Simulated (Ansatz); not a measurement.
# Ca2AsI: the cost of one run

Program: Ansatz 0.2.0. Level of theory: DFT r2SCAN, scalar-relativistic, plane waves, PAW. These are calculated values, not measurements.

## (1) The system as given

Symmetry: R-3m, No. 166, trigonal system. Conventional cell: a = 4.397 Å, b = 4.397 Å, c = 22.290 Å, α = 90.00°, β = 90.00°, γ = 120.00°. Around Ca (site symmetry 3m) lie 3 As at 2.92 Å and 3 I at 3.41 Å. As (site symmetry -3m) is surrounded by 6 Ca at 2.92 Å. Around I (site symmetry -3m) lie 6 Ca at 3.41 Å.

Coordinates:

```
CELL_PARAMETERS angstrom
2.19850 1.26930 7.43000
-2.19850 1.26930 7.43000
0.00000 -2.53861 7.43000
ATOMIC_POSITIONS crystal
Ca 0.23130 0.23130 0.23130
Ca 0.76870 0.76870 0.76870
As 0.50000 0.50000 0.50000
I 0.00000 0.00000 0.00000
```

The cell is taken as given, not relaxed at this level.

## (2) Zero of energy

The reference gives a free energy of -16042.5463 eV, pressure -0.16 GPa, largest force 0.029 eV/Å and gap on the mesh 1.88 eV. It was computed beforehand with the settings of the runs below.

## (3) The scan: biaxial against axial strain

The cell is strained by p along both x and y and by q along z, with fractional coordinates fixed.

## (4) p = -0.030, q = -0.030

File input.yaml:

```yaml
crystal:
  lattice:
    - [2.1325442229, 1.2312249811, 7.2071]
    - [-2.1325442229, 1.2312249811, 7.2071]
    - [0.0, -2.4624499622, 7.2071]
  atoms:
    - { symbol: Ca, position: [0.2313, 0.2313, 0.2313] }
    - { symbol: Ca, position: [0.7687, 0.7687, 0.7687] }
    - { symbol: As, position: [0.5, 0.5, 0.5] }
    - { symbol: I, position: [0.0, 0.0, 0.0] }
basis:
  ecutwfc: 500
kpoints:
  mp_grid: { grid: [6, 6, 6] }
hamiltonian:
  xc: r2scan
scf:
  occupations: { method: gaussian, width: 0.05 }
output:
  forces: true
  stress: true
  eigenvalues: true
```

Run with:

```sh
$ ansatz run input.yaml --threads 1 --pin off --max-ram 2560MiB --backend cpu --events-out ev --progress --plain --runs-dir out
```

**Question.** How long does this run take on 1 thread of Arm Neoverse V1, shared host, and how much memory does it need?

About 19 s, with a peak of 0.68 GiB.
